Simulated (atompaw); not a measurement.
# Pseudopotential generation for B: PAW (atompaw), PBE

Aim: build the potential from the settings below, then test how well it stands in for the atom: scattering, ghost states and the plane-wave cutoff that it needs.

Program: atompaw 4.2.0.5. Reference atom: PBE, scalar-relativistic, spherical and spin-unpolarised. All values are calculated.

### Step 1. The atom and the settings

Typed settings, in words:

```
element                 : boron (B, Z = 5)
type                    : PAW
frozen core             : none
valence charge          : 5
reference configuration : 1s2 2s2 2p0.5 (charge +0.5)
partial waves           : 1s (bound): rc 0.40 bohr; 2s (bound): rc 3.00 bohr; 2p (bound): rc 3.00 bohr; 2p channel at 1.55 Ry: rc 3.00 bohr
local potential         : ultrasoft scheme with l = 2 at 0 Ry, radius 2.15 bohr
core correction         : not asked for
augmentation charge     : besselshape compensation charge, radius 2.60 bohr; PAW radius 3.00 bohr; waves and projectors: custom polynom gramschmidtortho
```

### Step 2. Generating the potential

The input, B.input:

```
B 5
GGA-PBE scalarrelativistic loggrid 1500 logderivrange -16 5 526
2 2 0 0 0 0
2 1 0.5
0 0 0
v
v
v
1
3.00 2.60 2.15 2.45
n
y
1.55
n
custom polynom gramschmidtortho besselshape
2 0 ultrasoft
0.40
3.00
3.00
3.00
PWSCFOUT
UPFDX 0.0125d0 UPFXMIN -7.d0 UPFZMESH 5.d0
END
```

Launch:

```bash
atompaw < B.input > B.log
```

Q: Predict the outcome of this session. Wanted: cutoffs for 10 and 1 mRy, occupied levels; bound ghosts; largest phase difference near zero energy, channels read; lowest eigenvalue of the overlap; share of valence orbitals outside the PAW sphere; UPF file.

As calculated:

```
                                                quantity                    value
               cutoffs for 10 and 1 mRy, occupied levels   300 Ry and over 300 Ry
                                            bound ghosts               none found
largest phase difference near zero energy, channels read                0.208 rad
         lowest eigenvalue of the overlap (Bessel basis)                0.672 (s)
        share of valence orbitals outside the PAW sphere  1s 0 %, 2s 9 %, 2p 16 %
                                                UPF file                  written
```

By its cutoff, 300 Ry for the looser tolerance, it is very hard. The tighter tolerance needs over 300 Ry, and converged work needs a cutoff nearer that. The slowest occupied level is 1s: taken alone it needs over 300 Ry to come within 1 mRy, against 8 Ry for 2p. No bound ghost shows below the valence levels. Near zero energy the largest phase difference among the channels read is 0.21 rad, in the s channel. These are tests on the free atom; a crystal test is still owed.
